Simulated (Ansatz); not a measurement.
# Cl2H4N2Si: one species, many methods

How much do the methods differ for Cl2H4N2Si? The plan is to run it at one geometry with functionals of several rungs and with coupled cluster. The yardstick is the atomisation energy at the CCSD(T) limit.

The runs use Ansatz 0.2.0, Gaussian basis; functionals in def2-TZVPP, the program's frozen cores in correlated methods.

Levels to be run: LDA (SPW92), PBE-D4, revPBE-D4, BLYP-D4, r2SCAN-D4, B97M-V, PBE0-D4, B3LYP-D4, r2SCANh-D4, r2SCAN0-D4, HSE06-D4, BHLYP-D4, CAM-B3LYP-D4, LC-ωPBE, ωB97X-V, ωB97M-V, B2PLYP, PBE-QIDH; CCSD(T)/def2-SVP; CCSD(T)/def2-TZVPP; MP2/def2-QZVPP; extrapolation to the limit; RPA on PBE.

### 1 Structure used throughout

An earlier PBE0-D4 in a triple-zeta def2 set relaxation fixed the geometry.

SMILES `N[Si](N)(Cl)Cl`, 9 atoms, charge 0, spin multiplicity 1.

Atoms are counted from 1 here; the program's logs count them from 0.

Bond lengths: N1–Si2 1.689 Å, N1–H6 1.007 Å, N1–H7 1.006 Å, Si2–N3 1.689 Å, Si2–Cl4 2.056 Å, Si2–Cl5 2.056 Å, N3–H8 1.006 Å, N3–H9 1.007 Å. Angles: Si2–N1–H6 120.0°, Si2–N1–H7 120.6°, H6–N1–H7 112.5°, N1–Si2–N3 109.0°, N1–Si2–Cl4 116.6°, N1–Si2–Cl5 104.7°, N3–Si2–Cl4 104.7°, N3–Si2–Cl5 116.6°, Cl4–Si2–Cl5 105.6°, Si2–N3–H8 120.6°, Si2–N3–H9 120.0°, H8–N3–H9 112.5°.

### 2 LDA

This LDA is Slater exchange with PW92 correlation.

File in.yaml:

```yaml
crystal:
  periodic: [false, false, false]
  atoms:
    - {symbol: N, position_ang: [0.003289, 1.371336, -0.521466]}
    - {symbol: Si, position_ang: [-0.064353, -0.306402, -0.338012]}
    - {symbol: N, position_ang: [0.186371, -0.691654, 1.287340]}
    - {symbol: Cl, position_ang: [-1.844165, -1.215706, -0.820861]}
    - {symbol: Cl, position_ang: [1.312172, -1.033870, -1.680998]}
    - {symbol: H, position_ang: [-0.582563, 1.963608, 0.044631]}
    - {symbol: H, position_ang: [0.215450, 1.780145, -1.416098]}
    - {symbol: H, position_ang: [-0.140628, -1.566288, 1.662287]}
    - {symbol: H, position_ang: [1.002926, -0.347369, 1.766076]}
basis:
  gaussian: {orbitals: def2-TZVPP}
hamiltonian: {xc: lda}
output: {orbitals: {seedname: orbitals}}
```

On the command line:

```console
> ansatz run in.yaml --threads 4 --pin off --events-out ev --progress --plain --max-ram 10444MiB
```

Further steps of the session: PBE-D4 (GGA); revPBE-D4 (GGA); BLYP-D4 (GGA); r2SCAN-D4 (meta-GGA); B97M-V (meta-GGA); B3LYP-D4 (hybrid); r2SCANh-D4 (hybrid); r2SCAN0-D4 (hybrid); HSE06-D4 (hybrid); BHLYP-D4 (hybrid); CAM-B3LYP-D4 (range-separated); LC-ωPBE (range-separated); ωB97X-V (range-separated); ωB97M-V (range-separated); B2PLYP (double hybrid); PBE-QIDH (double hybrid); CCSD(T) in def2-SVP; CCSD(T) in def2-TZVPP; MP2 in def2-QZVPP; RPA on PBE orbitals.

Before running them: what should the planned runs give, taken together? Wanted: atomisation energy, CCSD(T)/CBS; farthest beyond LDA; mean size of error, GGA; mean size of error, meta-GGA; mean size of error, hybrid; mean size of error, range-separated; mean size of error, double hybrid; gap, smallest and largest; T1 diagnostic.

The runs gave:

| quantity | value |
| --- | --- |
| atomisation energy, CCSD(T)/CBS | 32.921 eV |
| functionals within 0.165 eV (0.5 %) | r2SCAN-D4, B97M-V, PBE0-D4, B3LYP-D4, HSE06-D4, CAM-B3LYP-D4, ωB97X-V |
| farthest beyond LDA | BHLYP-D4 (-1.124 eV) |
| mean size of error, GGA | 0.341 eV |
| mean size of error, meta-GGA | 0.128 eV |
| mean size of error, hybrid | 0.433 eV |
| mean size of error, range-separated | 0.183 eV |
| mean size of error, double hybrid | 0.498 eV |
| gap, smallest and largest | 6.16 eV (BLYP-D4), 13.65 eV (LC-ωPBE) |
| T1 diagnostic | 0.0089 |
| triples share of the correlation energy | 3.9 % |

In words: The LDA atomisation energy is off by 4.729 eV (14 %): it overbinds. PBE-D4 is off by +0.490 eV. Double hybrids carry the basis error of their MP2 part in triple zeta, and no dispersion term here, so their miss is partly the set-up's. Taken by rung, meta-GGA functionals do best (0.128 eV on average) and double hybrid ones worst beyond LDA (0.498 eV). The gap between the best rungs is small, so their order is not settled. Misses under about 0.165 eV are within the doubt on the reference itself, which lacks core-valence correlation, relativity and higher excitations. Hartree-Fock recovers 69 % of the binding; the rest is correlation. CCSD(T) in def2-SVP is off by -3.328 eV, which most functionals beat. The gap grows from 6.2 to 13.7 eV across the functionals, mostly with the share of exact exchange.
